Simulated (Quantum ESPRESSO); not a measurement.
Be2Si:

```
Si Be
1.0
     0.00000    2.64000    2.64000
     2.64000    0.00000    2.64000
     2.64000    2.64000    0.00000
Si Be
1 2
Direct
  0.00000 0.00000 0.00000
  0.25000 0.25000 0.25000
  0.75000 0.75000 0.75000
```

The cell comes from a database or a generator and needn't be the stable form of this composition.

* Program: Quantum ESPRESSO 7.5
* Task: single point
* Functional: PBE
* Potentials or basis: SSSP 1.3 efficiency PBE
* Cutoff: 748 eV
* Density cutoff: 5987 eV
* k mesh: 9 × 9 × 9
* Occupations: fermi-dirac, width 0.05 eV
* Spin: no spin polarisation

On this cell: pressure 0.3 GPa; largest force zero by symmetry; band gap on the k mesh none (metal or under the smearing width).

The same run follows on a disturbed copy (atoms moved at random, drawn with an rms of 0.05 Å):

```
CELL_PARAMETERS angstrom
0.00000 2.64000 2.64000
2.64000 0.00000 2.64000
2.64000 2.64000 0.00000
ATOMIC_POSITIONS crystal
Si 0.00341 0.01566 0.99530
Be 0.24675 0.23997 0.25804
Be 0.74663 0.75839 0.74985
```

Task: What does the disturbed cell give?

Result: The energy (extrapolated to zero smearing) moves by +7.0 meV/atom; pressure 0.6 GPa; largest force 0.524 eV/Å; band gap on the k mesh none (metal or under the smearing width).

Forces in eV/Å, atoms in the order of the input:
```
Si  -0.146 -0.007 -0.504
Be   0.130 -0.022  0.362
Be   0.016  0.029  0.141
```

Stress tensor (GPa, compression positive):
```
 0.57  0.75 -0.11
 0.75  0.58  0.36
-0.11  0.36  0.53
```
